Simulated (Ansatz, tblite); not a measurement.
# The cluster Al12: a ladder of methods and basis sets, part 1 of 2

Aim: run the singlet of the cluster Al12 at one geometry on many levels, and compare frontier levels, spin and run time.

Method: as each input shows; program: Ansatz 0.2.0, Gaussian basis.

Levels to be run: GFN1-xTB, GFN2-xTB, PBE-D4/def2-TZVP, r2SCAN-D4/def2-TZVP, LDA/def2-TZVP, r2SCAN0-D4/def2-TZVP, PBE-D4/def2-SVP, PBE0-D4/def2-SVP, HF/STO-3G, HF/6-31G, B3LYP-D4/6-31G, CCSD(T)/def2-SVP, RPA/def2-SVP.

5 further runs of the same task are left out: 3 that didn't finish, 2 set aside as unsound or not needed.

## Step 1: The geometry

The singlet was relaxed beforehand with PBE-D4/def2-SVP.

12 atoms, charge 0, spin multiplicity 1.

Bond lengths: Al1–Al2 2.770 Å, Al1–Al3 2.534 Å, Al1–Al5 2.489 Å, Al2–Al5 2.779 Å, Al2–Al6 2.755 Å, Al2–Al7 2.557 Å, Al2–Al10 2.661 Å, Al3–Al4 2.592 Å, Al3–Al6 2.764 Å, Al3–Al7 2.662 Å, Al4–Al8 2.562 Å, Al4–Al11 2.825 Å, Al5–Al9 2.563 Å, Al6–Al9 2.821 Å, Al6–Al11 2.514 Å and more. Angles: Al2–Al1–Al3 65.9°, Al2–Al1–Al5 63.5°, Al3–Al1–Al5 120.6°, Al1–Al2–Al5 53.3°, Al1–Al2–Al6 61.0°, Al1–Al2–Al7 111.0°, Al1–Al2–Al10 125.9°, Al5–Al2–Al6 63.5°, Al5–Al2–Al7 152.3°, Al5–Al2–Al10 101.9° and more.

PBE0-D4/def2-TZVP was run before; its log isn't repeated, and its numbers join the tables.

## Step 2: GFN1-xTB

Tight binding, by tblite at 300 K electronic temperature and without a spin-polarisation term:

```python
tblite.interface.Calculator('GFN1-xTB', numbers, positions, charge=0, uhf=0).singlepoint()
```

Energy -399.2511 eV, HOMO -6.11 eV, LUMO -5.74 eV; 0.14 s.

## Step 3: GFN2-xTB

Tight binding, by tblite at 300 K electronic temperature and without a spin-polarisation term:

```python
tblite.interface.Calculator('GFN2-xTB', numbers, positions, charge=0, uhf=0).singlepoint()
```

Energy -330.2803 eV, HOMO -5.94 eV, LUMO -5.87 eV; 2 s.

## Step 4: PBE-D4/def2-TZVP

start.molden holds the orbitals of an earlier run on this state, given as this run's starting guess.

Contents of in.yaml:

```yaml
crystal:
  periodic: [false, false, false]
  atoms:
    - {symbol: Al, position_ang: [-2.548412, -2.002330, -0.232666]}
    - {symbol: Al, position_ang: [-0.465002, -1.187053, 1.400807]}
    - {symbol: Al, position_ang: [-2.004505, 0.467066, -0.403669]}
    - {symbol: Al, position_ang: [-1.482225, 2.921895, -1.051328]}
    - {symbol: Al, position_ang: [-0.749992, -3.670603, 0.187642]}
    - {symbol: Al, position_ang: [-0.068258, -1.277042, -1.323979]}
    - {symbol: Al, position_ang: [-0.178330, 1.352238, 1.319677]}
    - {symbol: Al, position_ang: [0.682850, 3.687424, 0.083565]}
    - {symbol: Al, position_ang: [1.714391, -2.979120, 0.048671]}
    - {symbol: Al, position_ang: [1.959916, -0.451860, 0.587855]}
    - {symbol: Al, position_ang: [0.682351, 1.121962, -1.286797]}
    - {symbol: Al, position_ang: [2.436815, 2.034222, 0.704122]}
basis:
  gaussian: {orbitals: def2-TZVP, initial_orbitals: start.molden}
hamiltonian: {xc: pbe, dispersion: d4}
scf: {omitted_lower_state_checks: [starts]}
output: {orbitals: {seedname: orbitals}}
```

The run is started by

```
ansatz run in.yaml --threads 4 --pin off --events-out ev --progress --plain --max-ram 6963MiB
```

The program printed:

```text
Functional definition: PBE
  name "PBE"
  cite "Perdew, Burke & Ernzerhof, Phys. Rev. Lett. 77, 3865 (1996) doi:10.1103/PhysRevLett.77.3865"
  parent pbe
  parameter kappa = 0.804
  parameter beta = 0.06672455060314922
  exchange = pbe_x(kappa = kappa, mu = beta*pi^2/3)
  correlation = pbe_c(beta = beta)
these checks for a lower state are left out or cut short: starts
3108 factors; their error is unknown
mean field evaluation 1: about -79125.4333 eV, gradient 2.1e1 eV
mean field evaluation 2: about -79125.7187 eV, gradient 4.8e-1 eV
mean field evaluation 4: about -79125.6875 eV, gradient 7.1e-2 eV
mean field -79125.68753198 eV, -2907.8153834829 hartree, gradient 4.4e-5 eV, S^2 0.000000; 0 other end points of the search recorded, 0 dependent functions left out
reference -79125.68757739 eV, -2907.8153851519 hartree; 78, 78 occupied and 366, 366 virtual orbitals, 3108 factors
Total energy: -79126.70021117 eV, -2907.8525987566 hartree
Checks for a lower state left out: starts
```

Wall time 25 s (4 threads of Intel Xeon at 2.50GHz, shared host); peak memory 1.8 GiB.

HOMO -4.33 eV, LUMO -3.83 eV.

## Step 5: r2SCAN-D4/def2-TZVP

Changes to in.yaml since step 4:

```diff
@@ -17,3 +17,3 @@
   gaussian: {orbitals: def2-TZVP, initial_orbitals: start.molden}
-hamiltonian: {xc: pbe, dispersion: d4}
+hamiltonian: {xc: r2scan, dispersion: d4}
 scf: {omitted_lower_state_checks: [starts]}
```

Launched as before.

The program printed:

```text
Functional definition: r2SCAN
  name "r2SCAN"
  cite "Furness, Kaplan, Ning, Perdew & Sun, J. Phys. Chem. Lett. 11, 8208 (2020) doi:10.1021/acs.jpclett.0c02405"
  cite "Furness, Kaplan, Ning, Perdew & Sun, J. Phys. Chem. Lett. 11, 9248 (2020) doi:10.1021/acs.jpclett.0c03077"
  parent r2scan
  parameter k0 = 0.174
  parameter k1 = 0.065
  parameter a1 = 4.9479
  exchange = r2scan_x(k0 = k0, k1 = k1, a1 = a1)
  correlation = r2scan_c
these checks for a lower state are left out or cut short: starts
3108 factors; their error is unknown
mean field evaluation 1: about -79160.0163 eV, gradient 1.3e1 eV
mean field evaluation 2: about -79160.1424 eV, gradient 2.8e-1 eV
mean field evaluation 4: about -79160.1007 eV, gradient 5.8e-3 eV
mean field -79160.10071375 eV, -2909.0800445869 hartree, gradient 3.6e-5 eV, S^2 0.000000; 0 other end points of the search recorded, 0 dependent functions left out
reference -79160.10072682 eV, -2909.0800450673 hartree; 78, 78 occupied and 366, 366 virtual orbitals, 3108 factors
Total energy: -79160.30859713 eV, -2909.0876841602 hartree
Checks for a lower state left out: starts
```

Run time: 66 s. Hardware: 4 threads of Intel Xeon at 2.50GHz, shared host; peak memory 1.9 GiB.

Report: HOMO -4.41 eV, LUMO -3.89 eV.

## Step 6: LDA/def2-TZVP

Changes to in.yaml since step 5:

```diff
@@ -17,3 +17,3 @@
   gaussian: {orbitals: def2-TZVP, initial_orbitals: start.molden}
-hamiltonian: {xc: r2scan, dispersion: d4}
+hamiltonian: {xc: lda}
 scf: {omitted_lower_state_checks: [starts]}
```

Launched as before.

The program printed:

```text
Functional definition: SPW92
  name "SPW92"
  cite "Dirac, Proc. Camb. Phil. Soc. 26, 376 (1930) doi:10.1017/S0305004100016108"
  cite "Slater, Phys. Rev. 81, 385 (1951) doi:10.1103/PhysRev.81.385"
  cite "Perdew & Wang, Phys. Rev. B 45, 13244 (1992) doi:10.1103/PhysRevB.45.13244"
  exchange = slater_x
  correlation = pw_c
these checks for a lower state are left out or cut short: starts
3108 factors; their error is unknown
mean field evaluation 1: about -78828.7884 eV, gradient 4.7e1 eV
mean field evaluation 2: about -78829.8040 eV, gradient 1.2e0 eV
mean field evaluation 4: about -78829.7910 eV, gradient 8.9e-2 eV
mean field evaluation 8: about -78829.7911 eV, gradient 2.2e-5 eV
mean field -78829.79106961 eV, -2896.9413890568 hartree, gradient 2.2e-5 eV, S^2 0.000000; 0 other end points of the search recorded, 0 dependent functions left out
reference -78829.79111262 eV, -2896.9413906372 hartree; 78, 78 occupied and 366, 366 virtual orbitals, 3108 factors
Total energy: -78829.79111262 eV, -2896.9413906372 hartree
Checks for a lower state left out: starts
```

Wall time 23 s (4 threads of Intel Xeon at 2.50GHz, shared host); peak memory 1.8 GiB.

HOMO -4.45 eV, LUMO -3.94 eV.

## Step 7: r2SCAN0-D4/def2-TZVP

Changes to in.yaml since step 6:

```diff
@@ -17,3 +17,3 @@
   gaussian: {orbitals: def2-TZVP, initial_orbitals: start.molden}
-hamiltonian: {xc: lda}
+hamiltonian: {xc: {name: r2SCAN0}, dispersion: d4}
 scf: {omitted_lower_state_checks: [starts]}
```

Same command.

The program printed:

```text
Functional definition: r2SCAN0
  name "r2SCAN0"
  cite "Bursch, Neugebauer, Ehlert & Grimme, J. Chem. Phys. 156, 134105 (2022) doi:10.1063/5.0086040"
  cite "Furness, Kaplan, Ning, Perdew & Sun, J. Phys. Chem. Lett. 11, 8208 (2020) doi:10.1021/acs.jpclett.0c02405"
  cite "Furness, Kaplan, Ning, Perdew & Sun, J. Phys. Chem. Lett. 11, 9248 (2020) doi:10.1021/acs.jpclett.0c03077"
  parent r2scan
  parameter a = 0.25
  parameter k0 = 0.174
  parameter k1 = 0.065
  parameter a1 = 4.9479
  exchange = (1 - a)*r2scan_x(k0 = k0, k1 = k1, a1 = a1) + a*exact_x
  correlation = r2scan_c
these checks for a lower state are left out or cut short: starts
3348 factors; their error is unknown
the host lacks memory for fits, so the integrals are decomposed
2749 factors; integrals over basis functions are off by at most 7.1e-4 eV
mean field evaluation 1: about -79157.4633 eV, gradient 1.3e1 eV
mean field evaluation 2: about -79157.6018 eV, gradient 1.7e-1 eV
mean field evaluation 4: about -79157.8875 eV, gradient 1.2e-2 eV
mean field evaluation 8: about -79157.8876 eV, gradient 1.5e-5 eV
mean field -79157.88756042 eV, -2908.9987127020 hartree, gradient 1.5e-5 eV, S^2 0.000000; 0 other end points of the search recorded, 0 dependent functions left out
reference -79157.88757082 eV, -2908.9987130843 hartree; 78, 78 occupied and 366, 366 virtual orbitals, 2749 factors
Total energy: -79158.16987930 eV, -2909.0090877298 hartree
Checks for a lower state left out: starts
```

It took 1.9 min on 4 threads of Intel Xeon at 2.50GHz, shared host; peak memory 3.1 GiB.

Report: HOMO -4.85 eV, LUMO -3.48 eV.

## Step 8: PBE-D4/def2-SVP

Changes to in.yaml since step 7:

```diff
@@ -16,4 +16,4 @@
 basis:
-  gaussian: {orbitals: def2-TZVP, initial_orbitals: start.molden}
-hamiltonian: {xc: {name: r2SCAN0}, dispersion: d4}
+  gaussian: {orbitals: def2-SVP, initial_orbitals: start.molden}
+hamiltonian: {xc: pbe, dispersion: d4}
 scf: {omitted_lower_state_checks: [starts]}
```

The command is unchanged.

The program printed:

```text
Functional definition: PBE
  name "PBE"
  cite "Perdew, Burke & Ernzerhof, Phys. Rev. Lett. 77, 3865 (1996) doi:10.1103/PhysRevLett.77.3865"
  parent pbe
  parameter kappa = 0.804
  parameter beta = 0.06672455060314922
  exchange = pbe_x(kappa = kappa, mu = beta*pi^2/3)
  correlation = pbe_c(beta = beta)
these checks for a lower state are left out or cut short: starts
2316 factors; their error is unknown
mean field evaluation 1: about -79097.6554 eV, gradient 9.9e0 eV
mean field evaluation 2: about -79097.8668 eV, gradient 2.5e-1 eV
mean field evaluation 4: about -79097.6972 eV, gradient 6.4e-3 eV
mean field -79097.69724845 eV, -2906.7867595356 hartree, gradient 1.8e-5 eV, S^2 0.000000; 0 other end points of the search recorded, 0 dependent functions left out
reference -79097.69729194 eV, -2906.7867611341 hartree; 78, 78 occupied and 138, 138 virtual orbitals, 2316 factors
Total energy: -79098.70992572 eV, -2906.8239747388 hartree
Checks for a lower state left out: starts
```

It took 10 s on 4 threads of Intel Xeon at 2.50GHz, shared host.

Report: HOMO -4.45 eV, LUMO -3.96 eV.

## Step 9: PBE0-D4/def2-SVP

Changes to in.yaml since step 8:

```diff
@@ -17,3 +17,3 @@
   gaussian: {orbitals: def2-SVP, initial_orbitals: start.molden}
-hamiltonian: {xc: pbe, dispersion: d4}
+hamiltonian: {xc: pbe0, dispersion: d4}
 scf: {omitted_lower_state_checks: [starts]}
```

Same command.

The program printed:

```text
Functional definition: PBE0
  name "PBE0"
  cite "Adamo & Barone, J. Chem. Phys. 110, 6158 (1999) doi:10.1063/1.478522"
  cite "Perdew, Burke & Ernzerhof, Phys. Rev. Lett. 77, 3865 (1996) doi:10.1103/PhysRevLett.77.3865"
  parent pbe
  parameter a = 0.25
  parameter kappa = 0.804
  parameter beta = 0.06672455060314922
  exchange = (1 - a)*pbe_x(kappa = kappa, mu = beta*pi^2/3) + a*exact_x
  correlation = pbe_c(beta = beta)
these checks for a lower state are left out or cut short: starts
1896 factors; integrals over basis functions are off by at most 9.4e-4 eV
mean field evaluation 1: about -79103.7816 eV, gradient 5.1e0 eV
mean field evaluation 2: about -79103.9215 eV, gradient 9.7e-2 eV
mean field evaluation 4: about -79104.1454 eV, gradient 2.4e-3 eV
mean field -79104.14535818 eV, -2907.0237231976 hartree, gradient 3.9e-5 eV, S^2 0.000000; 0 other end points of the search recorded, 0 dependent functions left out
reference -79104.14539098 eV, -2907.0237244028 hartree; 78, 78 occupied and 138, 138 virtual orbitals, 1896 factors
Total energy: -79105.03995486 eV, -2907.0565990191 hartree
Checks for a lower state left out: starts
```

Run time: 17 s. Hardware: 4 threads of Intel Xeon at 2.50GHz, shared host; peak memory 0.87 GiB.

From the report: HOMO -4.93 eV, LUMO -3.58 eV.

## Step 10: HF/STO-3G

Changes to in.yaml since step 9:

```diff
@@ -16,4 +16,4 @@
 basis:
-  gaussian: {orbitals: def2-SVP, initial_orbitals: start.molden}
-hamiltonian: {xc: pbe0, dispersion: d4}
+  gaussian: {orbitals: STO-3G}
+hamiltonian: {xc: hf}
 scf: {omitted_lower_state_checks: [starts]}
```

Launched as before.

The program printed:

```text
Functional definition: HF
  name "HF"
  cite "Fock, Z. Phys. 61, 126 (1930) doi:10.1007/BF01340294"
  parent pbe
  exchange = exact_x
  correlation = 0
these checks for a lower state are left out or cut short: starts
1143 factors; integrals over basis functions are off by at most 1.2e-4 eV
mean field evaluation 1: about -78025.0025 eV, gradient 1.7e1 eV
mean field evaluation 2: about -78025.1307 eV, gradient 1.7e1 eV
mean field evaluation 4: about -78027.8842 eV, gradient 4.9e0 eV
mean field evaluation 8: about -78028.2075 eV, gradient 5.7e-1 eV
mean field evaluation 16: about -78028.2453 eV, gradient 3.6e-5 eV
mean field -78028.24532675 eV, -2867.4851263139 hartree, gradient 3.6e-5 eV, S^2 0.000000; 0 other end points of the search recorded, 0 dependent functions left out
reference -78028.24532675 eV, -2867.4851263139 hartree; 78, 78 occupied and 30, 30 virtual orbitals, 1143 factors
Total energy: -78028.24532675 eV, -2867.4851263139 hartree
Checks for a lower state left out: starts
```

Wall time 4.6 s (4 threads of Intel Xeon at 2.50GHz, shared host).

From the report: HOMO 1.47 eV, LUMO 6.12 eV. Doubts: highest occupied level lies above zero.

(Continued in part 2 of 2.)
